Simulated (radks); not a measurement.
# Mn³⁺ in [Ne] 3s1.5 3p6 3d4 4f0.5: an all-electron calculation

One table from this session's results is given with a row withheld; the runs are named, their logs left out.

Method: scalar-relativistic Kohn-Sham, exchange-only PBE, spin-unpolarised, spherical densities, point nucleus. Code: radks (a radial shooting solver on a logarithmic mesh, Libxc functionals) version 1.

**The system**

```
element       : manganese (Z = 25)
charge        : +3
electrons     : 22
configuration : [Ne] 3s1.5 3p6 3d4 4f0.5
```

Set-up of the first run:

The run's settings:

```text
Z 25
configuration [Ne] 3s1.5 3p6 3d4 4f0.5
relativity scalar-relativistic
functional pbe,
spin unpolarised
nucleus point
c 137.035999084
```

The run is started by

```sh
$ python run_ks.py task.json out
```

The same process makes all the runs of this session.

One of the session's tables, all rows but one given; the rest of the session is left out.

It belongs to the step «Radial structure». From the orbitals of this run (lengths in bohr):

```
level      <r>  outermost maximum (interpolated)  90 % within  nodes
   1s  0.06090                            0.0399        0.109      0
   2s   0.2794                             0.232        0.433      1
   2p   0.2470                             0.188        0.405      0
   3s   0.8382                             0.731         1.25      2
   3p        ?                                 ?            ?      ?
   3d    1.008                             0.727         1.67      0
   4f    4.657                              4.08         6.88      0
```

**Question.** Estimate the row for 3p.

**Answer.** <r>: 0.8795; outermost maximum (interpolated): 0.744; 90 % within: 1.35; nodes: 1. In the column «<r>» it lies between 3s (0.8382) and 3d (1.008).
